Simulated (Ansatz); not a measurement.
**Zn (Zinc): phonon spectrum**

The task, for Zn (Zinc): relax the cell, tighten the relaxation for response calculations and compute the phonon dispersion and the harmonic thermodynamics.

The COD entry's cell or inner coordinates are ideal or old and differ from later refinements, so a difference from it is no clean test against experiment.

Computed with Ansatz 0.2.0 (DFT PBEsol, scalar-relativistic, plane waves, PAW, unless a step's input says otherwise).

**1. The structure to begin with**

It takes space group P6_3/mmc (No. 194, hexagonal). The conventional cell has a = 2.670 Å, b = 2.670 Å, c = 4.966 Å, α = 90.00°, β = 90.00°, γ = 120.00°. Zn (site symmetry -6m2) is surrounded by 12 Zn at 2.67 to 2.92 Å.

Coordinates:

```xyz
2
Lattice="2.6700 0.0000 0.0000 -1.3350 2.3123 0.0000 0.0000 0.0000 4.9660" Properties=species:S:1:pos:R:3 pbc="T T T"
Zn    0.0000    1.5415    1.2415
Zn    1.3350    0.7708    3.7245
```

The structure comes from the Crystallography Open Database.

(A quick probe on a coarse mesh, which set the mesh and smearing, is not shown.)

**3. Full relaxation**

File input.yaml:

```yaml
crystal:
  lattice:
    - [2.67, 0.0, 0.0]
    - [-1.335, 2.3122878281, 0.0]
    - [0.0, 0.0, 4.966]
  atoms:
    - { symbol: Zn, position: [0.3333333333, 0.6666666667, 0.25] }
    - { symbol: Zn, position: [0.6666666667, 0.3333333333, 0.75] }
basis:
  ecutwfc: 420
kpoints:
  mp_grid: { grid: [18, 18, 8] }
hamiltonian:
  xc: pbesol
scf:
  occupations: { method: gaussian, width: 0.1 }
output:
  forces: true
  stress: true
  eigenvalues: true
  write_density: true
  write_potential: true
  elf: true
  volumetric_format: npy
relax:
  adjacent_minimum: "off"
  f_tol: 0.005
  max_steps: 80
  cell: { stress_tol: 0.05 }
```

Command:

```bash
$ ansatz run input.yaml --threads 2 --pin off --max-ram 5120MiB --backend cpu --events-out ev --progress --plain --runs-dir out
```

Further runs follow: relaxing to 0.001 eV/Å, with the smearing for a metal; phonon dispersion.

**Question.** What will these runs give? Wanted: relaxed cell; volume; highest frequency on the q mesh; zero-point energy.

**Answer**, as computed:

```
                       quantity                                                                       value
                   relaxed cell  a = 2.603 Å, b = 2.603 Å, c = 4.843 Å, α = 90.00°, β = 90.00°, γ = 120.00°
           space group (0.01 Å)                                                          P6_3/mmc (No. 194)
                         volume                                                               14.21 Å³/atom
highest frequency on the q mesh                                                                    226 cm⁻¹
              zero-point energy                                                               23.2 meV/atom
             S and C_V at 300 K                                                      4.90 and 2.90 k_B/atom
```

The cell shrank by 7.3 % in volume on relaxing. That is more than thermal expansion of the reported cell explains. No mode on the 6×6×2 mesh is imaginary. At 300 K the heat capacity has reached 97 % of the Dulong–Petit value, so most modes are already excited. In a metal such response values depend on mesh and smearing, which were not converged here.
